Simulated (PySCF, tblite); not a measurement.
# C6H8GeO2: infrared bands, NMR shifts, electronic excitations and core binding energies in gas and solvents, part 3 of 3

tblite 0.8.0 and PySCF 2.14.0. Atoms count from 0. The steps go on from the part before.

### Step 10. Nuclear shieldings: PBE0/pcSseg-1 in methanol

The job: settings as JSON, then the geometry in Å.

```
{"job": {"kind": "nmr", "xc": "PBE0", "basis": "pcSseg-1", "solvent": "methanol", "pop": false}, "charge": 0, "multiplicity": 1}
C      3.308857     0.136797     0.329134
O      1.929804    -0.118440     0.518524
C      1.112687     0.384743    -0.411235
O      1.500620     1.025314    -1.357148
C     -0.318577     0.068417    -0.154285
C     -0.765611    -0.647975     0.900910
Ge    -2.705136    -0.754041     0.743404
C     -2.614719     0.290932    -0.891779
C     -1.319839     0.574466    -1.123710
H      3.514499     1.217497     0.350343
H      3.831240    -0.364198     1.152352
H      3.652239    -0.259514    -0.637956
H     -0.085537    -1.049705     1.652881
H     -3.229752    -2.189731     0.567166
H     -3.450348    -0.077350     1.907026
H     -3.419148     0.620452    -1.551563
H     -0.957179     1.152638    -1.978915
```

Method: GIAO PBE0/pcSseg-1 NMR shielding, non-relativistic, IEF-PCM methanol.

Standard output:

```text
coarse grid: 68632 points
cycle   1  E = -2459.7331600577  dE =  7.754e-01  |g| = 1.210e+00  |ddm| = 4.072e+00
cycle   2  E = -2459.4714265342  dE =  2.617e-01  |g| = 1.676e+00  |ddm| = 1.939e+00
cycle   3  E = -2459.8962108175  dE = -4.248e-01  |g| = 3.329e-01  |ddm| = 1.449e+00
cycle   4  E = -2459.9144525771  dE = -1.824e-02  |g| = 9.900e-02  |ddm| = 2.900e-01
cycle   5  E = -2459.9158497659  dE = -1.397e-03  |g| = 2.863e-02  |ddm| = 7.000e-02
cycle   6  E = -2459.9159849257  dE = -1.352e-04  |g| = 6.352e-03  |ddm| = 2.065e-02
cycle   7  E = -2459.9159909086  dE = -5.983e-06  |g| = 1.714e-03  |ddm| = 5.579e-03
final grid: 145680 points
cycle   8  E = -2459.9160460570  dE =  1.069e-06  |g| = 2.706e-03  |ddm| = 3.922e-03
cycle   9  E = -2459.9160424080  dE =  3.649e-06  |g| = 4.680e-03  |ddm| = 5.784e-03
cycle  10  E = -2459.9160478477  dE = -5.440e-06  |g| = 2.474e-04  |ddm| = 3.792e-03
cycle  11  E = -2459.9160478621  dE = -1.435e-08  |g| = 4.348e-05  |ddm| = 2.343e-04
cycle  12  E = -2459.9160478624  dE = -3.247e-10  |g| = 6.867e-06  |ddm| = 3.477e-05
converged SCF energy = -2459.9160478624

GIAO shielding tensors (ppm)
atom      isotropic    diamagn.    paramagn.     s11        s22        s33       span
  0 C      131.886     241.117    -109.231    101.828    116.468    177.362     75.533
  1 O      152.269     403.442    -251.173    -33.429    238.631    251.603    285.032
  2 C       15.896     251.352    -235.456    -75.332     50.479     72.540    147.873
  3 O      -64.061     405.136    -469.197   -310.293   -205.798    323.910    634.203
  4 C       29.971     260.751    -230.780    -75.138     50.871    114.180    189.318
  5 C       31.627     251.952    -220.325    -79.297      1.932    172.247    251.543
  6 Ge    1460.240    2754.711   -1294.471   1288.769   1490.349   1601.601    312.832
  7 C       47.218     261.553    -214.335    -59.529     33.539    167.643    227.172
  8 C       30.667     249.782    -219.115    -88.840     42.200    138.642    227.482
  9 H       27.390      27.037       0.353     23.684     25.016     33.469      9.785
 10 H       27.296      26.717       0.579     23.224     25.862     32.800      9.577
 11 H       27.343      27.098       0.245     23.665     25.046     33.317      9.653
 12 H       23.412      32.383      -8.971     21.059     21.701     27.475      6.416
 13 H       26.289      27.399      -1.110     20.200     21.058     37.609     17.409
 14 H       26.292      27.400      -1.108     20.202     21.061     37.613     17.411
 15 H       24.492      29.966      -5.474     23.079     24.357     26.039      2.961
 16 H       23.600      31.627      -8.026     20.788     21.643     28.370      7.582
```

Wall time 92 s (1 thread of Intel Xeon at 2.50GHz, shared host); peak memory 1.3 GiB.

In short: δ C2 169.6, C4 155.5, C8 154.8, C5 153.8, H12 7.83, H16 7.64 ppm.

### Step 11. Excited states and response: B3LYP/def2-SVPD in acetone

Settings changed since step 10:

```diff
@@ -1,2 +1,2 @@
-{"job": {"kind": "nmr", "xc": "PBE0", "basis": "pcSseg-1", "solvent": "methanol", "pop": false}, "charge": 0, "multiplicity": 1}
+{"job": {"kind": "uv", "xc": "B3LYP", "basis": "def2-SVPD", "solvent": "acetone", "nstates": 6, "ntriplets": 0}, "charge": 0, "multiplicity": 1}
 C      3.308857     0.136797     0.329134
```

With the program's defaults for keys left out, this is: TDDFT B3LYP/def2-SVPD, vertical, IEF-PCM acetone (non-equilibrium linear response), core orbitals frozen in the response.

Standard output:

```text
coarse grid: 68632 points
cycle   1  E = -2460.2184192456  dE =  7.444e-01  |g| = 1.004e+00  |ddm| = 8.333e+00
cycle   2  E = -2459.8492375258  dE =  3.692e-01  |g| = 1.716e+00  |ddm| = 4.436e+00
cycle   3  E = -2460.3839289066  dE = -5.347e-01  |g| = 2.912e-01  |ddm| = 3.246e+00
cycle   4  E = -2460.3992342518  dE = -1.531e-02  |g| = 8.030e-02  |ddm| = 4.979e-01
cycle   5  E = -2460.4002123936  dE = -9.781e-04  |g| = 3.315e-02  |ddm| = 1.148e-01
cycle   6  E = -2460.4004117855  dE = -1.994e-04  |g| = 5.957e-03  |ddm| = 6.189e-02
cycle   7  E = -2460.4004184008  dE = -6.615e-06  |g| = 2.163e-03  |ddm| = 1.529e-02
final grid: 145680 points
cycle   8  E = -2460.4004394543  dE =  2.662e-06  |g| = 3.940e-03  |ddm| = 1.442e-02
cycle   9  E = -2460.4004291401  dE =  1.031e-05  |g| = 7.512e-03  |ddm| = 1.972e-02
cycle  10  E = -2460.4004433055  dE = -1.417e-05  |g| = 3.865e-04  |ddm| = 1.323e-02
cycle  11  E = -2460.4004433368  dE = -3.129e-08  |g| = 6.909e-05  |ddm| = 8.106e-04
cycle  12  E = -2460.4004433378  dE = -9.636e-10  |g| = 1.027e-05  |ddm| = 1.047e-04
converged SCF energy = -2460.4004433378

Static polarisability (au): isotropic 146.505, principal 102.123 146.902 190.491

Singlet excitations
state   eV       nm        f      main configurations
  1   4.0430    306.7   0.03895   H->L 0.97
  2   4.4983    275.6   0.00135   H-1->L 0.96
  3   5.1899    238.9   0.00057   H-2->L 0.97
  4   5.6058    221.2   0.01192   H->L+1 0.55, H-3->L 0.40
  5   5.8030    213.7   0.08546   H-4->L 0.60, H-3->L 0.30, H->L+1 0.08
  6   5.9690    207.7   0.00762   H-5->L 0.79, H-1->L+1 0.15
```

Wall time 2.5 min (1 thread of Intel Xeon at 2.50GHz, shared host); peak memory 1.4 GiB.

Key values: HOMO -6.84 eV, LUMO -2.25 eV; lowest singlet 4.04 eV.

### Step 12. Comparing the runs: NMR shifts

Shifts (ppm) of some atoms, chosen among heavy atoms and hydrogens apart, with basis size and wall time:

```tsv
run	C2	C5	C7	H12	H15	O3	Ge6	functions	time
PBE0/pcSseg-1	166.9	148.5	134.6	7.51	6.45	426.0	-133	217	1.8 min
KT3/pcSseg-1	154.5	132.2	121.2	7.09	6.14	396.3	-146	217	2.5 min
PBE0/pcSseg-1 in acetone	169.5	153.7	138.1	7.82	6.74	407.6	-131	217	1.8 min
PBE0/pcSseg-1 in methanol	169.6	153.8	138.2	7.83	6.75	407.0	-131	217	92 s
```

The continuum's effect on the ground state:

```tsv
solvent	ε	polarisation energy (Eh)	μ (D)
acetone	20.49	-0.0085	2.55
methanol	32.61	-0.0088	2.58
```

### Step 13. Run by run: electronic excitations

Excitations and ground-state properties, with basis size and wall time:

```tsv
run	lowest singlet (eV)	brightest (eV)	f	gap (eV)	α (Å³)	μ (D)	functions	time
B3LYP/def2-SVPD	4.10	6.29	0.518	4.60	16.03	1.86	268	11 min
B3LYP/def2-SVPD in acetone	4.04	5.80	0.085	4.59	21.71	2.62	268	2.5 min
```

### Step 14. Outcome

What follows sums up all 3 parts.

| quantity | value |
| --- | --- |
| strongest single infrared mode (GFN2-xTB) | 2026 cm⁻¹, 448 km/mol |
| zero-point energy (GFN2-xTB) | 74.0 kcal/mol |
| rotational constants (main isotopes) | 3.26, 0.57, 0.49 GHz |
| 13C shifts against TMS (PBE0/pcSseg-1) | 166.9, 155.6, 155.3, 148.5, 134.6, 52.2 ppm |
| 1H shifts against TMS (PBE0/pcSseg-1, means over atoms taken as alike) | 7.70, 7.51, 6.45, 4.86, 3.76 ppm |
| 17O shifts against H2O (PBE0/pcSseg-1) | 426.0, 176.9 ppm |
| 73Ge shifts against GeMe4 (PBE0/pcSseg-1) | -133 ppm |
| lowest singlet (B3LYP/def2-SVPD) | 4.10 eV (302 nm), f = 0.030 |
| brightest single state of those computed | state 9, 6.29 eV, f = 0.518 |
| lowest triplet | 2.60 eV |
| vertical ionisation energy (ΔSCF) | 8.84 eV |
| vertical electron affinity (ΔSCF) | 0.45 eV |
| C1s binding energies, SCAN/pcX-2 (standing for 3 of 6 atoms) | C2 294.14, C0 292.56, C7 289.76 eV |
| O1s binding energies, SCAN/pcX-2 | O1 539.31, O3 537.29 eV |
| range of the shift of O3 (PBE0/pcSseg-1 runs) | 407.0 to 426.0 ppm |
| range of the lowest singlet | 4.04 to 4.10 eV |

In words: The optimisation took 39 steps and gained 0.595 eV; among the close pairs (by a distance rule), C2–O3 changed most, from 1.274 to 1.207 Å (GFN2-xTB). All 45 modes are real, so the xTB geometry is a minimum. The strongest single mode, at 2026 cm⁻¹, moves mainly H13 and H14. Unscaled tight-binding wavenumbers are off by several per cent, some by more. Its intensities can rank the bands wrongly. The optimisation took 10 steps and gained 0.218 eV; among the close pairs (by a distance rule), C5–H12 changed most, from 1.054 to 1.091 Å (PBE0/def2-SVP). No frequency check was run at this level, so the end point may be a saddle. At PBE0/pcSseg-1: Shielding is most anisotropic at O3 (span 677 ppm, paramagnetic term -495 ppm). The first singlet state (HOMO→LUMO 0.97) lies at 4.10 eV and is weak; of the 10 states computed, the strongest absorption comes from state 9 at 6.29 eV. The lowest triplet lies 1.50 eV below the lowest singlet (triplets in Tamm-Dancoff, singlets in full TDDFT). O1 (ester alkoxy oxygen) binds its O1s electron 2.02 eV more tightly than O3 (ester carbonyl oxygen). The continuum holds electrostatics alone: no hydrogen bonds to the solvent, and the gas-phase geometry is kept. The lowest singlet runs from 4.04 eV (B3LYP/def2-SVPD in acetone) to 4.10 eV (B3LYP/def2-SVPD), while the orbital gap spans 4.59 to 4.60 eV. The lowest state need not be the same one in every run. The runs solved for a few states only, so the brightest column depends on that window. Spin-orbit coupling is left out, which matters for shieldings and couplings at and beside the heavy atoms.
